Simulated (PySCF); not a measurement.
# C2H5O3SeSi: the cost of one run

Computed with PySCF 2.14.0 and routines of our own; the level stands in each step. Atoms count from 0.

### Step 1. The starting structure

12 atoms, charge 0, multiplicity 2; geometry from: GFN2-xTB.

### Step 2. Open-shell or spin-flip excitations: unrestricted TDDFT PBE0/def2-SVPD

The job: settings as JSON, then the geometry in Å.

```
{"job": {"kind": "uabs", "xc": "PBE0", "basis": "def2-SVPD", "nstates": 10, "tda": false}, "charge": 0, "multiplicity": 2}
O      1.509922    -0.376174     1.164637
C      1.220133    -0.008914     0.047548
O      1.432077     1.250375    -0.373495
C      0.472731    -0.811984    -0.936401
Si    -1.320235    -0.586196    -0.221127
O     -1.309237    -1.159853     1.286170
Se    -1.634687     1.725998    -0.251826
H      1.850243     1.780202     0.322645
H      0.764134    -1.856245    -0.898724
H      0.569980    -0.407494    -1.937154
H     -0.499390    -1.192147     1.809307
H     -3.054473     1.641745    -0.037609
```

With the program's defaults for keys left out, this is: unrestricted TDDFT PBE0/def2-SVPD, vertical, gas phase, core orbitals frozen in the response.

On the command line:

```console
OMP_NUM_THREADS=1 python excited_run.py task.json out
```

This one command runs all jobs of the session in turn.

Q: Estimate the wall time and peak memory of this first job on 1 thread of Arm Neoverse V2, shared host.

About 96 s, with a peak of 0.77 GiB.
